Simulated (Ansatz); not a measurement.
# BGe (doublet): the correlation ladder at distance Ge1–B2 = 5.314 Å, cc-pVDZ

The task here is to estimate one member of a computed series from the others.

Program: Ansatz 0.2.0, Gaussian basis. Level of theory: cc-pVDZ, core rule «outside noble gas», up to 15 orbitals frozen. These are calculated values, not measurements.

Plan: UHF; CCSD(T) on UHF; BCCD(T) on ROHF; CISD; CCSDT(Q) on ROHF; CCSDT(Q) on UHF; CASSCF and MRCISD+Q, 3 electrons in 3 orbitals; CASSCF and NEVPT2, 3 electrons in 3 orbitals; CASSCF and MRCISD+Q, 7 electrons in 8 orbitals; CASSCF and NEVPT2, 7 electrons in 8 orbitals.

22 further runs of the same task are left out: 3 for a known fault of the program, 15 that didn't finish, 4 set aside as unsound or not needed.

## The geometry

The geometry derives from a PBE0/def2-TZVP stationary point (not a proven minimum). One bond is set to the value named and the two fragments are kept rigid. No spin-orbit coupling is included. The filled d shell of Ge may be among the frozen orbitals whatever the setting's name suggests; the logs give the count.

2 atoms, charge 0, spin multiplicity 2.

Atoms are counted from 1 here; the program's logs count them from 0.

No contacts short enough for the rule that draws bonds.

Set-up of the first run:

Contents of in.yaml:

```yaml
crystal:
  periodic: [false, false, false]
  atoms:
    - {symbol: Ge, position_ang: [0.000000, 0.000000, 0.000000]}
    - {symbol: B, position_ang: [0.000000, 0.000000, 5.314000]}
basis:
  gaussian: {orbitals: cc-pVDZ}
magnetization: {spin_polarized: true, initial_magnetization: 1}
hamiltonian: {xc: hf}
output: {orbitals: {seedname: orbitals}}
```

Command:

```console
> ansatz run in.yaml --threads 1 --pin off --events-out ev --progress --plain --max-ram 2393MiB
```

Steps of the session up to this table: UHF; CCSD(T) on UHF; BCCD(T) on ROHF; CISD; CCSDT(Q) on ROHF; CCSDT(Q) on UHF; CASSCF and MRCISD+Q, 3 electrons in 3 orbitals; CASSCF and NEVPT2, 3 electrons in 3 orbitals; CASSCF and MRCISD+Q, 7 electrons in 8 orbitals; CASSCF and NEVPT2, 7 electrons in 8 orbitals.

One table of the session follows, with a row left open; its other results are not shown here.

It belongs to the step «Misses and costs». 

```
          method  from UCCSDT(Q) (kcal/mol)
             UHF                          ?
            UMP2                     +25.37
           UCCSD                      +1.39
        UCCSD(T)                      +0.43
         BCCD(T)                      +1.09
          UCCSDT                      +0.02
       UCCSDT(Q)                          0
     CASSCF pair                     +77.81
     NEVPT2 pair                     +24.65
     MRCISD pair                      +6.08
   MRCISD+Q pair                      -2.07
  CASSCF valence                     +49.04
  NEVPT2 valence                     +12.99
  MRCISD valence                      +2.21
MRCISD+Q valence                      -0.72
```

Q: Estimate the row for UHF from the others.

**Answer.** from UCCSDT(Q) (kcal/mol): +73.55. In the column «from UCCSDT(Q) (kcal/mol)» it lies between CASSCF valence (+49.04) and CASSCF pair (+77.81).

Not comparable, so not listed: CISD; CCSDT(Q) on ROHF (they don't share determinant, frozen orbitals or solution with the rows shown, or repeat one).

Caveats from the session: The determinant is far from a pure spin state, so its energy mixes those of several spin states (harmless only where they are near-degenerate, as at dissociation). The report flags that the cluster equations may have other roots. The program flags BCCD(T) as in doubt, so those rows may rest on another solution; read them beside their warnings.
